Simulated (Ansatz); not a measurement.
This was printed by a script on Ansatz 0.2.0, Python API, for a single point of LiB2C2, space group P-3m1. What did the script look like? Use: PBE, PAW, the default cutoff (420 eV here), 9×9×3 k-points, cold smearing of 0.1 eV.

```
CELL_PARAMETERS angstrom
2.71464 0.00000 0.00000
-1.35732 2.35095 0.00000
0.00000 0.00000 7.11805
ATOMIC_POSITIONS crystal
Li 0.00000 0.00000 0.50000
B 0.33333 0.66667 0.74981
B 0.66667 0.33333 0.25019
C 0.33333 0.66667 0.25822
C 0.66667 0.33333 0.74178
```

```console
$ python lib2c2.py
DeckWarning: basis.ecutwfc = 420 eV, auto-derived from the records' recommended cutoffs: set by Li (normal level)
plan: 14 bands, 31 k-points, plane waves [876, 912] grid [20, 20, 48]
free energy      -1018.42782 eV
per atom         -203.68556 eV
SCF iterations   6  (converged: True)
ansatz rho
values in e/bohr^3 (x slowest, z fastest)
    5    0.000000    0.000000    0.000000
   20    0.256497   -0.000000    0.000000
   20   -0.128248    0.222133    0.000000
   48    0.000000    0.000000    0.280233
    3    3.000000    0.000000    0.000000    6.725585
    5    5.000000    0.000000    2.961769   10.085863
    5    5.000000    2.564967    1.480884    3.365308
    6    6.000000    0.000000    2.961769    3.473348
    6    6.000000    2.564967    1.480884    9.977823
electrons from the file: 17.0
from Li to C, 2.328 A
  0.000 A     9.4811 e/A^3
  0.291 A     4.7764 e/A^3
  0.582 A     0.4305 e/A^3
  0.873 A     0.1268 e/A^3
  1.164 A     0.2244 e/A^3
  1.455 A     0.4939 e/A^3
  1.746 A     1.0771 e/A^3
  2.037 A     1.6293 e/A^3
  2.328 A     1.7220 e/A^3
crystal:
  lattice:
    - [2.71464429, 0.0, 0.0]
    - [-1.35732214, 2.35095092, 0.0]
    - [0.0, 0.0, 7.118053]
  atoms:
    - { symbol: Li, position: [0.0, 0.0, 0.5] }
    - { symbol: B, position: [0.3333333333333333, 0.6666666666666666, 0.749813] }
    - { symbol: B, position: [0.6666666666666666, 0.3333333333333333, 0.250187] }
    - { symbol: C, position: [0.3333333333333333, 0.6666666666666666, 0.258219] }
    - { symbol: C, position: [0.6666666666666666, 0.3333333333333333, 0.741781] }
kpoints:
  mp_grid:
    grid: [9, 9, 3]
hamiltonian:
  xc: pbe
scf:
  convergence:
    dr2_threshold: 1.0e-07
  occupations:
    method: cold
    width: 0.1
output:
  write_density: true
  volumetric_format: [cube, npy]
  bader: true
  eigenvalues: true

  atom  charge (e)  volume (A^3)
0   Li       0.845         2.996
1    B       1.760         4.022
2    B       1.760         4.022
3    C      -2.183        17.193
4    C      -2.183        17.193
sum of charges -0.0  sum of volumes 45.427
sum of w f eps = -90.0429 eV, reported band energy -90.0429 eV
```
(Warnings from the package without file and line.)

The script that was run (others could print the same):

`lib2c2.py`
```python
from pathlib import Path

import ansatz as az
from ase import Atoms
from ase.io.cube import read_cube_data
from ase.units import Bohr
import numpy as np
import pandas as pd
from pymatgen.core import Structure
from scipy.ndimage import map_coordinates

atoms = Atoms(
    ["Li", "B", "B", "C", "C"],
    scaled_positions=[
        [0.0, 0.0, 0.5],
        [1 / 3, 2 / 3, 0.749813],
        [2 / 3, 1 / 3, 0.250187],
        [1 / 3, 2 / 3, 0.258219],
        [2 / 3, 1 / 3, 0.741781],
    ],
    cell=[
        [2.71464429, 0.0, 0.0],
        [-1.35732214, 2.35095092, 0.0],
        [0.0, 0.0, 7.118053],
    ],
    pbc=True,
)
crystal = az.Crystal.from_ase(atoms)

job = (
    crystal.calculation()
    .occupations("Marzari-Vanderbilt", width=0.1)
    .scf(tolerance=1e-07)
    .kpoints(length=20)
    .functional("pbe")
    .density()
    .output_files(volumetric_format=["cube", "npy"])
    .bader_charges()
    .band_table()
)
planned = job.session().plan(threads=1)
facts = planned.describe()
print("plan:", facts["n_bands"], "bands,", len(facts["kpoints_frac"]), "k-points, plane waves", facts["n_pw_range"], "grid", facts["fft_dense"])
out = planned.execute()
data = out.report

print(f"free energy      {data['free_energy_ev']:.5f} eV")
print(f"per atom         {data['free_energy_ev'] / len(out.lattice.sites):.5f} eV")
print(f"SCF iterations   {data['n_iterations']}  (converged: {data['converged']})")

folder = Path(out.write_results("cubes"))
print("\n".join((folder / "rho.cube").read_text().splitlines()[: 6 + 5]))
values, cube_atoms = read_cube_data(str(folder / "rho.cube"))
print("electrons from the file:", round(values.mean() * cube_atoms.get_volume() / Bohr ** 3, 3))

final = Structure(out.lattice.cell_ang, [s.symbol for s in out.lattice.sites], [s.position_frac for s in out.lattice.sites])
rho = out.density()
total = sum(channel.density_e_per_ang3 for channel in rho.channels[:2])
grid_cell = np.asarray(rho.fft_grid_basis) @ out.lattice.cell_ang
partner = min(final.get_neighbors(final[0], 5.0), key=lambda n: n.nn_distance)
line = np.linspace(final[0].coords, partner.coords, 9)
points = (line @ np.linalg.inv(grid_cell)) * rho.dims
values = map_coordinates(total, points.T, order=3, mode="grid-wrap")
print(f"from {final[0].specie} to {partner.specie}, {partner.nn_distance:.3f} A")
for t, value in zip(np.linspace(0, partner.nn_distance, 9), values):
    print(f"{t:7.3f} A  {value:9.4f} e/A^3")

print(job.to_yaml())

basins = out.bader_charges()
frame = pd.DataFrame([(a.symbol, a.partial_charge_e, a.basin.volume_ang3) for a in basins.atoms], columns=["atom", "charge (e)", "volume (A^3)"])
print(frame.round(3).to_string())
print("sum of charges", round(frame["charge (e)"].sum(), 4), " sum of volumes", round(frame["volume (A^3)"].sum(), 3))

eps, occ = np.array(data["eigenvalues_ev"]), np.array(data["occupations"])
wk = np.tile(data["kweights"], len(eps) // len(data["kweights"]))
print(f"sum of w f eps = {wk @ (eps * occ).sum(axis=1):.4f} eV, reported band energy {data['components']['e_band']:.4f} eV")
```

What to keep in mind:
- Absolute energies stand on the zero of these potentials, so only differences at equal settings mean something.
- The mesh is modest for a metal, so energies can be off by several to tens of meV an atom and pressures by half a GPa or more; differences at equal mesh fare better.
- Bader volumes count only the part of each basin above a small density, so their sum can fall short of the cell.
- Grid values close to the nuclei reflect the PAW or pseudopotential construction, not the all-electron fields.
- This cell is a computed structure, which may not be the phase found in nature.
- Levels are Kohn-Sham eigenvalues on this mesh.
- Hardware and time: 53 s on 1 thread of Arm Neoverse V2 (shared host), peak memory 0.43 GiB.
